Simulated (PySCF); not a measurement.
# H2O2Tl (Tl(OH)2-): the cost of one run

The runs use PySCF 2.14.0; PBE, Tl def2-SVP with ECP60, O def2-SVP, H def2-SVP; scalar-relativistic core potentials, no spin–orbit coupling.

3 further runs of the same task are left out: 2 for a known fault of the program, 1 that didn't finish. Runs told in other sessions of the task aren't counted.

### Step 1. The system as given

5 atoms, charge -1, spin multiplicity 1.

Bond lengths: Tl1–O2 2.275 Å, Tl1–O4 2.275 Å, O2–H3 0.979 Å, O4–H5 0.979 Å. Angles: O2–Tl1–O4 91.0°, Tl1–O2–H3 100.9°, Tl1–O4–H5 100.9°.

Coordinates:

```xyz
5
H2O2Tl
Tl    1.4306   -0.4338    0.0318
O    -0.0950    0.1473    1.6164
H    -0.8751    0.3443    1.0587
O    -0.0950   -0.0897   -1.6206
H    -0.8751    0.1864   -1.0975
```

Formal oxidation states: Tl +1. An earlier session relaxed this geometry at PBE, Tl def2-SVP with ECP60, O def2-SVP, H def2-SVP (singlet, point group C2v).

Its energy there is -323.969998 Eh.

### Step 2. Multiplicity 3 at the relaxed geometry

File run.py (the lines that set the calculation):

```python
mol = gto.M(atom='''
Tl     1.43062    -0.43377     0.03176
O     -0.09499     0.14730     1.61638
H     -0.87513     0.34428     1.05868
O     -0.09499    -0.08970    -1.62059
H     -0.87513     0.18641    -1.09753''',
    basis={'Tl': 'def2-SVP', 'O': 'def2-SVP', 'H': 'def2-SVP'},
    ecp={'Tl': 'def2-SVP'},
    charge=-1, spin=2)
mf = dft.UKS(mol, xc='PBE')
mf.grids.atom_grid = (50, 194)
mf = mf.density_fit()  # fitting sets: Tl def2-universal-JKFIT, O def2-universal-JKFIT, H def2-universal-JKFIT
mf.conv_tol = 1e-08; mf.max_cycle = 55
mf.kernel(dm0)  # dm0: free metal ions and neutral atoms
```

Command:

```
$ OMP_NUM_THREADS=2 python run.py
```

**Question.** How long does this run take on 2 threads of Arm Neoverse V1, shared host?

About 2 s.
